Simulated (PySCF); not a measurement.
**C2H6OSi2: NMR shifts at several levels of theory, part 1 of 2**

How much do the NMR shifts of C2H6OSi2 (`O[SiH2]C#C[SiH3]`) depend on the level of theory, and what does each level cost?

Programs: PySCF 2.14.0, with density-fitted response routines of our own. Each step states its level of theory. These are calculated values for one molecule in the gas phase, unless marked as measured. Atoms count from 0, in the outputs and in this text.

**1. The molecule as given**

11 atoms, charge 0, multiplicity 1; geometry from: PBE0-D3(BJ)/def2-SVP.

Bonds of the start (Å): O0–Si1 1.66, Si1–C2 1.84, C2–C3 1.23, C3–Si4 1.84, O0–H5 0.96, Si1–H6 1.48, Si1–H7 1.49, Si4–H8 1.49, Si4–H9 1.49, Si4–H10 1.49.

**2. Shielding tensors: PBE0/pcSseg-2**

The job: settings as JSON, then the geometry in Å.

```
{"job": {"kind": "nmr", "xc": "PBE0", "basis": "pcSseg-2", "pop": false}, "charge": 0, "multiplicity": 1}
O     -2.959033     0.727589     0.524405
Si    -2.103357    -0.029340    -0.681090
C     -0.302486    -0.045515    -0.299083
C      0.892151    -0.062951    -0.028232
Si     2.683471    -0.083234     0.374035
H     -2.803172     0.426711     1.424257
H     -2.341998     0.755267    -1.917689
H     -2.523242    -1.449597    -0.864922
H      2.898365     0.589121     1.688052
H      3.158711    -1.494732     0.453193
H      3.438635     0.640890    -0.688391
```

Level: GIAO PBE0/pcSseg-2 NMR shielding, non-relativistic, gas phase.

The run is started by

```
OMP_NUM_THREADS=1 python probes_run.py task.json out
```

The driver reads the jobs from task.json and runs them one after another.

Standard output:

```text
coarse grid: 10232 points
cycle   1  E = -733.5714123173  dE =  2.593e-01  |g| = 7.716e-01  |ddm| = 2.681e+00
cycle   2  E = -733.4125324591  dE =  1.589e-01  |g| = 1.188e+00  |ddm| = 1.646e+00
cycle   3  E = -733.6786045683  dE = -2.661e-01  |g| = 1.187e-01  |ddm| = 9.557e-01
cycle   4  E = -733.6811792835  dE = -2.575e-03  |g| = 4.236e-02  |ddm| = 1.694e-01
cycle   5  E = -733.6816589716  dE = -4.797e-04  |g| = 9.418e-03  |ddm| = 8.292e-02
cycle   6  E = -733.6816668255  dE = -7.854e-06  |g| = 7.649e-03  |ddm| = 1.171e-02
cycle   7  E = -733.6816815274  dE = -1.470e-05  |g| = 1.035e-03  |ddm| = 5.792e-03
cycle   8  E = -733.6816818090  dE = -2.816e-07  |g| = 1.101e-04  |ddm| = 1.081e-03
final grid: 89712 points
cycle   9  E = -733.6879663597  dE = -4.149e-05  |g| = 4.486e-03  |ddm| = 3.335e-02
cycle  10  E = -733.6879626690  dE =  3.691e-06  |g| = 6.106e-03  |ddm| = 1.283e-02
cycle  11  E = -733.6879706358  dE = -7.967e-06  |g| = 7.150e-04  |ddm| = 6.261e-03
cycle  12  E = -733.6879707030  dE = -6.715e-08  |g| = 3.216e-04  |ddm| = 1.240e-03
cycle  13  E = -733.6879707256  dE = -2.263e-08  |g| = 1.230e-04  |ddm| = 3.613e-04
cycle  14  E = -733.6879707290  dE = -3.392e-09  |g| = 4.281e-05  |ddm| = 1.107e-04
cycle  15  E = -733.6879707295  dE = -4.441e-10  |g| = 3.503e-06  |ddm| = 3.365e-05
converged SCF energy = -733.6879707295

GIAO shielding tensors (ppm)
atom      isotropic    diamagn.    paramagn.     s11        s22        s33       span
  0 O      302.931     383.749     -80.818    281.529    299.442    327.822     46.293
  1 Si     390.587     876.433    -485.846    342.694    374.068    455.000    112.306
  2 C       59.487     261.609    -202.122    -46.476    -38.130    263.068    309.545
  3 C       68.862     260.111    -191.249    -26.478    -20.199    253.265    279.743
  4 Si     438.533     878.565    -440.033    430.604    431.828    453.166     22.561
  5 H       30.478      32.300      -1.822     22.766     26.020     42.650     19.884
  6 H       26.367      28.754      -2.387     23.411     25.012     30.677      7.266
  7 H       26.157      29.061      -2.904     22.981     24.953     30.537      7.555
  8 H       27.013      29.126      -2.114     23.919     25.548     31.572      7.653
  9 H       27.041      28.856      -1.815     23.909     25.484     31.730      7.821
 10 H       27.025      28.708      -1.682     23.887     25.453     31.737      7.850
```

Wall time 29 s (1 thread of Arm Neoverse V2, shared host); peak memory 1.1 GiB.

The references, computed at this level on geometries of the same kind, shield at (ppm): 1H TMS 31.25, 13C TMS 184.1, 29Si TMS 341.3, 17O H2O 328.2. Their shielding less the atom's gives the shift. The references are single molecules in the gas phase, so shifts against H2O, NH3, PH3, H3PO4 or CFCl3 are not on the usual liquid scales and can be off by tens of ppm. Atoms listed in one row are averaged.

```
      atoms                           environment  σ (ppm)  δ (ppm)
         C2                         alkyne carbon     59.5    124.6
         C3                         alkyne carbon     68.9    115.3
     H6, H7  hydrogen on a silicon bonded to C, O    26.26     4.98
H8, H9, H10     hydrogen on a silicon bonded to C    27.03     4.22
         H5    hydrogen on an oxygen bonded to Si    30.48     0.77
         O0                oxygen bonded to Si, H    302.9     25.2
        Si1           silicon bonded to C, O, 2 H    390.6    -49.3
        Si4              silicon bonded to C, 3 H    438.5    -97.2
```

**3. Shielding tensors: mPW1PW91/pcSseg-2**

The job, as its differences from that of step 2:

```diff
@@ -1,2 +1,2 @@
-{"job": {"kind": "nmr", "xc": "PBE0", "basis": "pcSseg-2", "pop": false}, "charge": 0, "multiplicity": 1}
+{"job": {"kind": "nmr", "xc": "mPW1PW91", "basis": "pcSseg-2", "pop": false}, "charge": 0, "multiplicity": 1}
 O     -2.959033     0.727589     0.524405
```

With the program's defaults for keys left out, this is: GIAO mPW1PW91/pcSseg-2 NMR shielding, non-relativistic, gas phase.

Standard output:

```text
coarse grid: 10232 points
cycle   1  E = -733.9751600894  dE =  2.599e-01  |g| = 7.860e-01  |ddm| = 2.668e+00
cycle   2  E = -733.8102590818  dE =  1.649e-01  |g| = 1.210e+00  |ddm| = 1.757e+00
cycle   3  E = -734.0862386588  dE = -2.760e-01  |g| = 1.197e-01  |ddm| = 9.943e-01
cycle   4  E = -734.0888722983  dE = -2.634e-03  |g| = 4.346e-02  |ddm| = 1.768e-01
cycle   5  E = -734.0893732931  dE = -5.010e-04  |g| = 1.010e-02  |ddm| = 8.923e-02
cycle   6  E = -734.0893822102  dE = -8.917e-06  |g| = 8.210e-03  |ddm| = 1.250e-02
cycle   7  E = -734.0893992425  dE = -1.703e-05  |g| = 1.035e-03  |ddm| = 6.255e-03
cycle   8  E = -734.0893995237  dE = -2.813e-07  |g| = 1.111e-04  |ddm| = 1.119e-03
final grid: 89712 points
cycle   9  E = -734.0948731634  dE = -3.509e-05  |g| = 2.495e-03  |ddm| = 6.451e-02
cycle  10  E = -734.0948725295  dE =  6.339e-07  |g| = 2.932e-03  |ddm| = 8.875e-03
cycle  11  E = -734.0948746362  dE = -2.107e-06  |g| = 4.883e-04  |ddm| = 4.194e-03
cycle  12  E = -734.0948746558  dE = -1.955e-08  |g| = 3.140e-04  |ddm| = 6.543e-04
cycle  13  E = -734.0948746755  dE = -1.976e-08  |g| = 1.055e-04  |ddm| = 2.966e-04
cycle  14  E = -734.0948746783  dE = -2.737e-09  |g| = 2.522e-05  |ddm| = 9.032e-05
cycle  15  E = -734.0948746784  dE = -1.457e-10  |g| = 1.979e-06  |ddm| = 1.886e-05
converged SCF energy = -734.0948746784

GIAO shielding tensors (ppm)
atom      isotropic    diamagn.    paramagn.     s11        s22        s33       span
  0 O      302.438     383.776     -81.338    280.970    299.368    326.977     46.007
  1 Si     389.967     876.674    -486.707    342.712    373.762    453.427    110.716
  2 C       59.141     261.089    -201.949    -46.982    -38.755    263.159    310.141
  3 C       68.440     259.353    -190.912    -27.285    -21.063    253.669    280.954
  4 Si     436.588     878.825    -442.237    428.838    430.040    450.886     22.048
  5 H       30.509      32.321      -1.813     22.815     26.053     42.657     19.843
  6 H       26.453      28.859      -2.406     23.498     25.098     30.762      7.264
  7 H       26.244      29.170      -2.927     23.072     25.040     30.619      7.546
  8 H       27.084      29.257      -2.173     24.000     25.629     31.623      7.623
  9 H       27.111      28.974      -1.863     23.990     25.566     31.778      7.787
 10 H       27.096      28.820      -1.724     23.968     25.534     31.785      7.817
```

Wall time 28 s (1 thread of Arm Neoverse V2, shared host); peak memory 1.1 GiB.

Key values: δ C2 124.4, C3 115.1, O0 24.7, Si1 -50.0, H6 4.94, H8 4.20 ppm (means over like atoms).

**4. Nuclear shieldings: WP04/pcSseg-2**

The job, as its differences from that of step 3:

```diff
@@ -1,2 +1,2 @@
-{"job": {"kind": "nmr", "xc": "mPW1PW91", "basis": "pcSseg-2", "pop": false}, "charge": 0, "multiplicity": 1}
+{"job": {"kind": "nmr", "xc": "WP04", "basis": "pcSseg-2", "pop": false}, "charge": 0, "multiplicity": 1}
 O     -2.959033     0.727589     0.524405
```

Level: GIAO WP04/pcSseg-2 NMR shielding, non-relativistic, gas phase.

Standard output:

```text
coarse grid: 10232 points
cycle   1  E = -743.8405701413  dE =  2.841e-01  |g| = 1.128e+00  |ddm| = 2.711e+00
cycle   2  E = -743.2710463469  dE =  5.695e-01  |g| = 1.979e+00  |ddm| = 2.309e+00
cycle   3  E = -744.0577220538  dE = -7.867e-01  |g| = 2.352e-01  |ddm| = 1.743e+00
cycle   4  E = -744.0671661666  dE = -9.444e-03  |g| = 1.089e-01  |ddm| = 3.206e-01
cycle   5  E = -744.0704465113  dE = -3.280e-03  |g| = 2.063e-02  |ddm| = 1.416e-01
cycle   6  E = -744.0704295436  dE =  1.697e-05  |g| = 2.177e-02  |ddm| = 2.669e-02
cycle   7  E = -744.0705483665  dE = -1.188e-04  |g| = 3.267e-03  |ddm| = 1.556e-02
cycle   8  E = -744.0705509268  dE = -2.560e-06  |g| = 3.160e-04  |ddm| = 2.634e-03
final grid: 89712 points
cycle   9  E = -744.0801788258  dE = -5.093e-05  |g| = 3.564e-03  |ddm| = 3.423e-02
cycle  10  E = -744.0801779758  dE =  8.500e-07  |g| = 3.505e-03  |ddm| = 8.980e-03
cycle  11  E = -744.0801811174  dE = -3.142e-06  |g| = 1.373e-03  |ddm| = 5.019e-03
cycle  12  E = -744.0801814169  dE = -2.994e-07  |g| = 8.292e-04  |ddm| = 1.338e-03
cycle  13  E = -744.0801815922  dE = -1.753e-07  |g| = 1.265e-04  |ddm| = 6.232e-04
cycle  14  E = -744.0801815954  dE = -3.165e-09  |g| = 3.987e-05  |ddm| = 1.135e-04
cycle  15  E = -744.0801815956  dE = -2.440e-10  |g| = 1.314e-05  |ddm| = 2.541e-05
converged SCF energy = -744.0801815956

GIAO shielding tensors (ppm)
atom      isotropic    diamagn.    paramagn.     s11        s22        s33       span
  0 O      294.792     384.979     -90.187    272.313    295.226    316.836     44.523
  1 Si     388.379     877.888    -489.509    347.527    377.134    440.476     92.949
  2 C       55.459     267.373    -211.915    -52.111    -44.650    263.137    315.248
  3 C       63.619     266.252    -202.632    -35.796    -30.099    256.754    292.550
  4 Si     419.381     879.856    -460.475    414.277    415.161    428.703     14.426
  5 H       30.643      32.540      -1.897     23.213     26.266     42.450     19.237
  6 H       27.453      29.169      -1.716     24.549     26.043     31.768      7.219
  7 H       27.223      29.525      -2.302     24.135     25.962     31.573      7.438
  8 H       27.949      29.714      -1.766     25.032     26.534     32.280      7.248
  9 H       27.968      29.368      -1.400     25.028     26.463     32.413      7.384
 10 H       27.954      29.190      -1.236     25.008     26.434     32.419      7.411
```

It took 24 s on 1 thread of Arm Neoverse V2, shared host; peak memory 1.1 GiB.

Key values: δ C2 116.6, C3 108.5, O0 19.3, Si1 -60.4, H6 4.27, H8 3.65 ppm (means over like atoms).

**5. Nuclear shieldings: B97-2/pcSseg-2**

The job, as its differences from that of step 4:

```diff
@@ -1,2 +1,2 @@
-{"job": {"kind": "nmr", "xc": "WP04", "basis": "pcSseg-2", "pop": false}, "charge": 0, "multiplicity": 1}
+{"job": {"kind": "nmr", "xc": "B97-2", "basis": "pcSseg-2", "pop": false}, "charge": 0, "multiplicity": 1}
 O     -2.959033     0.727589     0.524405
```

Method: GIAO B97-2/pcSseg-2 NMR shielding, non-relativistic, gas phase.

Standard output:

```text
coarse grid: 10232 points
cycle   1  E = -733.9597151958  dE =  2.560e-01  |g| = 7.969e-01  |ddm| = 2.702e+00
cycle   2  E = -733.7660342410  dE =  1.937e-01  |g| = 1.268e+00  |ddm| = 1.749e+00
cycle   3  E = -734.0752541169  dE = -3.092e-01  |g| = 1.242e-01  |ddm| = 1.069e+00
cycle   4  E = -734.0781664084  dE = -2.912e-03  |g| = 4.825e-02  |ddm| = 1.931e-01
cycle   5  E = -734.0787982945  dE = -6.319e-04  |g| = 9.759e-03  |ddm| = 8.892e-02
cycle   6  E = -734.0788046379  dE = -6.343e-06  |g| = 8.593e-03  |ddm| = 1.263e-02
cycle   7  E = -734.0788232614  dE = -1.862e-05  |g| = 1.401e-03  |ddm| = 6.559e-03
cycle   8  E = -734.0788237775  dE = -5.161e-07  |g| = 1.349e-04  |ddm| = 1.371e-03
final grid: 89712 points
cycle   9  E = -734.0840311451  dE = -5.528e-05  |g| = 4.040e-03  |ddm| = 1.096e-01
cycle  10  E = -734.0840316679  dE = -5.228e-07  |g| = 1.658e-03  |ddm| = 2.598e-03
cycle  11  E = -734.0840317144  dE = -4.651e-08  |g| = 1.072e-03  |ddm| = 1.424e-03
cycle  12  E = -734.0840319369  dE = -2.225e-07  |g| = 2.439e-04  |ddm| = 7.553e-04
cycle  13  E = -734.0840319466  dE = -9.787e-09  |g| = 1.484e-04  |ddm| = 2.522e-04
cycle  14  E = -734.0840319519  dE = -5.214e-09  |g| = 1.492e-05  |ddm| = 1.018e-04
cycle  15  E = -734.0840319519  dE = -5.070e-11  |g| = 3.582e-06  |ddm| = 2.425e-05
converged SCF energy = -734.0840319519

GIAO shielding tensors (ppm)
atom      isotropic    diamagn.    paramagn.     s11        s22        s33       span
  0 O      302.734     383.892     -81.159    281.506    300.148    326.547     45.041
  1 Si     398.832     876.645    -477.813    353.079    383.158    460.258    107.180
  2 C       62.485     261.918    -199.433    -41.784    -33.620    262.858    304.642
  3 C       71.816     260.321    -188.505    -22.422    -16.211    254.081    276.503
  4 Si     442.952     878.766    -435.814    435.596    436.727    456.534     20.938
  5 H       30.606      32.452      -1.846     22.950     26.165     42.703     19.753
  6 H       26.591      28.944      -2.352     23.642     25.233     30.899      7.258
  7 H       26.368      29.261      -2.893     23.201     25.161     30.743      7.542
  8 H       27.202      29.360      -2.158     24.139     25.755     31.712      7.573
  9 H       27.228      29.066      -1.837     24.131     25.691     31.864      7.733
 10 H       27.213      28.908      -1.694     24.109     25.660     31.871      7.762
```

Run time: 24 s. Hardware: 1 thread of Arm Neoverse V2, shared host; peak memory 1.1 GiB.

Key values: δ C2 121.0, C3 111.6, O0 23.5, Si1 -51.2, H6 4.88, H8 4.14 ppm (means over like atoms).

**6. NMR shieldings: BHandHLYP/pcSseg-2**

The job, as its differences from that of step 5:

```diff
@@ -1,2 +1,2 @@
-{"job": {"kind": "nmr", "xc": "B97-2", "basis": "pcSseg-2", "pop": false}, "charge": 0, "multiplicity": 1}
+{"job": {"kind": "nmr", "xc": "BHandHLYP", "basis": "pcSseg-2", "pop": false}, "charge": 0, "multiplicity": 1}
 O     -2.959033     0.727589     0.524405
```

With the program's defaults for keys left out, this is: GIAO BHandHLYP/pcSseg-2 NMR shielding, non-relativistic, gas phase.

Standard output:

```text
coarse grid: 10232 points
cycle   1  E = -733.9316725594  dE =  2.417e-01  |g| = 7.032e-01  |ddm| = 2.628e+00
cycle   2  E = -733.9120821558  dE =  1.959e-02  |g| = 8.062e-01  |ddm| = 1.394e+00
cycle   3  E = -734.0275681305  dE = -1.155e-01  |g| = 7.362e-02  |ddm| = 5.372e-01
cycle   4  E = -734.0285488780  dE = -9.807e-04  |g| = 2.900e-02  |ddm| = 6.989e-02
cycle   5  E = -734.0287530688  dE = -2.042e-04  |g| = 7.108e-03  |ddm| = 8.116e-02
cycle   6  E = -734.0287613499  dE = -8.281e-06  |g| = 4.204e-03  |ddm| = 8.893e-03
cycle   7  E = -734.0287657631  dE = -4.413e-06  |g| = 6.569e-04  |ddm| = 3.750e-03
final grid: 89712 points
cycle   8  E = -734.0344140168  dE = -1.226e-05  |g| = 1.764e-03  |ddm| = 2.831e-02
cycle   9  E = -734.0344138513  dE =  1.655e-07  |g| = 1.862e-03  |ddm| = 4.470e-03
cycle  10  E = -734.0344146128  dE = -7.615e-07  |g| = 5.480e-04  |ddm| = 2.168e-03
cycle  11  E = -734.0344146823  dE = -6.952e-08  |g| = 1.472e-04  |ddm| = 7.022e-04
cycle  12  E = -734.0344146878  dE = -5.484e-09  |g| = 4.302e-05  |ddm| = 2.178e-04
cycle  13  E = -734.0344146881  dE = -3.558e-10  |g| = 1.179e-05  |ddm| = 3.033e-05
converged SCF energy = -734.0344146881

GIAO shielding tensors (ppm)
atom      isotropic    diamagn.    paramagn.     s11        s22        s33       span
  0 O      303.859     384.091     -80.232    281.227    303.772    326.578     45.350
  1 Si     399.471     875.376    -475.905    354.838    386.270    457.305    102.466
  2 C       59.970     260.313    -200.343    -47.237    -39.586    266.733    313.970
  3 C       67.897     259.219    -191.322    -29.693    -23.917    257.303    286.996
  4 Si     440.875     877.367    -436.492    434.766    435.954    451.906     17.140
  5 H       30.412      32.396      -1.984     22.624     25.790     42.820     20.196
  6 H       26.825      28.946      -2.122     23.812     25.420     31.243      7.431
  7 H       26.672      29.220      -2.548     23.497     25.426     31.093      7.596
  8 H       27.370      29.256      -1.886     24.287     25.896     31.926      7.640
  9 H       27.395      29.001      -1.606     24.282     25.829     32.075      7.793
 10 H       27.380      28.854      -1.475     24.259     25.796     32.084      7.825
```

Wall time 43 s (1 thread of Arm Neoverse V2, shared host); peak memory 1.1 GiB.

Key values: δ C2 124.3, C3 116.4, O0 22.8, Si1 -53.7, H6 4.70, H8 4.07 ppm (means over like atoms).

**7. Nuclear shieldings: CAM-B3LYP/pcSseg-2**

The job, as its differences from that of step 6:

```diff
@@ -1,2 +1,2 @@
-{"job": {"kind": "nmr", "xc": "BHandHLYP", "basis": "pcSseg-2", "pop": false}, "charge": 0, "multiplicity": 1}
+{"job": {"kind": "nmr", "xc": "CAM-B3LYP", "basis": "pcSseg-2", "pop": false}, "charge": 0, "multiplicity": 1}
 O     -2.959033     0.727589     0.524405
```

Method: GIAO CAM-B3LYP/pcSseg-2 NMR shielding, non-relativistic, gas phase.

Standard output:

```text
coarse grid: 10232 points
cycle   1  E = -733.9462059106  dE =  2.346e-01  |g| = 7.747e-01  |ddm| = 2.551e+00
cycle   2  E = -733.8844373260  dE =  6.177e-02  |g| = 9.983e-01  |ddm| = 1.392e+00
cycle   3  E = -734.0571518696  dE = -1.727e-01  |g| = 8.887e-02  |ddm| = 6.392e-01
cycle   4  E = -734.0586155680  dE = -1.464e-03  |g| = 3.136e-02  |ddm| = 9.731e-02
cycle   5  E = -734.0588454201  dE = -2.299e-04  |g| = 8.479e-03  |ddm| = 8.481e-02
cycle   6  E = -734.0588562572  dE = -1.084e-05  |g| = 5.296e-03  |ddm| = 1.021e-02
cycle   7  E = -734.0588630703  dE = -6.813e-06  |g| = 7.973e-04  |ddm| = 4.504e-03
final grid: 89712 points
cycle   8  E = -734.0668719752  dE = -2.093e-05  |g| = 2.284e-03  |ddm| = 2.603e-02
cycle   9  E = -734.0668716801  dE =  2.952e-07  |g| = 2.423e-03  |ddm| = 5.178e-03
cycle  10  E = -734.0668728612  dE = -1.181e-06  |g| = 7.134e-04  |ddm| = 2.706e-03
cycle  11  E = -734.0668729712  dE = -1.099e-07  |g| = 1.929e-04  |ddm| = 8.583e-04
cycle  12  E = -734.0668729798  dE = -8.625e-09  |g| = 6.559e-05  |ddm| = 2.349e-04
cycle  13  E = -734.0668729805  dE = -7.333e-10  |g| = 1.619e-05  |ddm| = 4.641e-05
converged SCF energy = -734.0668729805

GIAO shielding tensors (ppm)
atom      isotropic    diamagn.    paramagn.     s11        s22        s33       span
  0 O      302.303     383.480     -81.177    280.030    300.961    325.918     45.887
  1 Si     381.340     875.470    -494.130    332.461    364.845    446.713    114.252
  2 C       57.179     260.937    -203.758    -50.997    -43.013    265.547    316.544
  3 C       65.790     259.634    -193.845    -32.024    -26.000    255.392    287.416
  4 Si     429.458     877.578    -448.120    422.151    423.414    442.808     20.657
  5 H       30.468      32.429      -1.961     22.831     26.036     42.536     19.705
  6 H       26.551      28.711      -2.160     23.603     25.210     30.840      7.237
  7 H       26.372      28.970      -2.598     23.221     25.191     30.705      7.483
  8 H       27.192      28.983      -1.791     24.137     25.742     31.697      7.560
  9 H       27.219      28.770      -1.551     24.130     25.678     31.849      7.718
 10 H       27.203      28.642      -1.438     24.107     25.645     31.857      7.750
```

It took 52 s on 1 thread of Arm Neoverse V2, shared host; peak memory 1.3 GiB.

This run: δ C2 125.4, C3 116.8, O0 27.5, Si1 -52.4, H6 4.88, H8 4.13 ppm (means over like atoms).

**8. NMR shieldings: wB97X-D/pcSseg-2**

The job, as its differences from that of step 7:

```diff
@@ -1,2 +1,2 @@
-{"job": {"kind": "nmr", "xc": "CAM-B3LYP", "basis": "pcSseg-2", "pop": false}, "charge": 0, "multiplicity": 1}
+{"job": {"kind": "nmr", "xc": "wB97X-D", "basis": "pcSseg-2", "pop": false}, "charge": 0, "multiplicity": 1}
 O     -2.959033     0.727589     0.524405
```

With the program's defaults for keys left out, this is: GIAO wB97X-D/pcSseg-2 NMR shielding, non-relativistic, gas phase.

Standard output:

```text
coarse grid: 10232 points
cycle   1  E = -733.9352420711  dE =  2.213e-01  |g| = 7.609e-01  |ddm| = 2.599e+00
cycle   2  E = -733.9147334473  dE =  2.051e-02  |g| = 8.766e-01  |ddm| = 1.304e+00
cycle   3  E = -734.0447398380  dE = -1.300e-01  |g| = 7.474e-02  |ddm| = 5.127e-01
cycle   4  E = -734.0458991130  dE = -1.159e-03  |g| = 2.819e-02  |ddm| = 7.986e-02
cycle   5  E = -734.0460943615  dE = -1.952e-04  |g| = 7.905e-03  |ddm| = 9.197e-02
cycle   6  E = -734.0461056444  dE = -1.128e-05  |g| = 4.940e-03  |ddm| = 1.218e-02
cycle   7  E = -734.0461118541  dE = -6.210e-06  |g| = 8.142e-04  |ddm| = 5.149e-03
final grid: 89712 points
cycle   8  E = -734.0562757882  dE = -8.294e-05  |g| = 4.557e-03  |ddm| = 1.498e-01
cycle   9  E = -734.0562761068  dE = -3.186e-07  |g| = 4.249e-03  |ddm| = 8.255e-03
cycle  10  E = -734.0562789088  dE = -2.802e-06  |g| = 8.735e-04  |ddm| = 2.745e-03
cycle  11  E = -734.0562790419  dE = -1.331e-07  |g| = 3.463e-04  |ddm| = 9.624e-04
cycle  12  E = -734.0562790675  dE = -2.565e-08  |g| = 1.542e-04  |ddm| = 4.273e-04
cycle  13  E = -734.0562790733  dE = -5.791e-09  |g| = 2.469e-05  |ddm| = 1.505e-04
cycle  14  E = -734.0562790737  dE = -4.092e-10  |g| = 9.560e-06  |ddm| = 6.089e-05
converged SCF energy = -734.0562790737

GIAO shielding tensors (ppm)
atom      isotropic    diamagn.    paramagn.     s11        s22        s33       span
  0 O      303.713     383.275     -79.562    281.923    301.167    328.048     46.125
  1 Si     390.578     876.095    -485.517    342.657    374.351    454.725    112.068
  2 C       60.125     261.012    -200.886    -46.417    -39.073    265.866    312.283
  3 C       68.687     259.919    -191.232    -28.136    -22.120    256.317    284.453
  4 Si     436.985     878.179    -441.194    429.893    431.120    449.943     20.050
  5 H       30.520      32.161      -1.640     22.821     26.050     42.691     19.870
  6 H       26.571      28.825      -2.254     23.614     25.217     30.882      7.268
  7 H       26.379      29.120      -2.740     23.222     25.182     30.735      7.513
  8 H       27.186      29.124      -1.939     24.114     25.726     31.718      7.604
  9 H       27.212      28.865      -1.652     24.105     25.662     31.869      7.764
 10 H       27.196      28.717      -1.521     24.082     25.630     31.877      7.795
```

Wall time 31 s (1 thread of Arm Neoverse V2, shared host); peak memory 1.2 GiB.

In short: δ C2 124.3, C3 115.7, O0 23.1, Si1 -49.9, H6 4.88, H8 4.16 ppm (means over like atoms).

(Continued in part 2 of 2.)
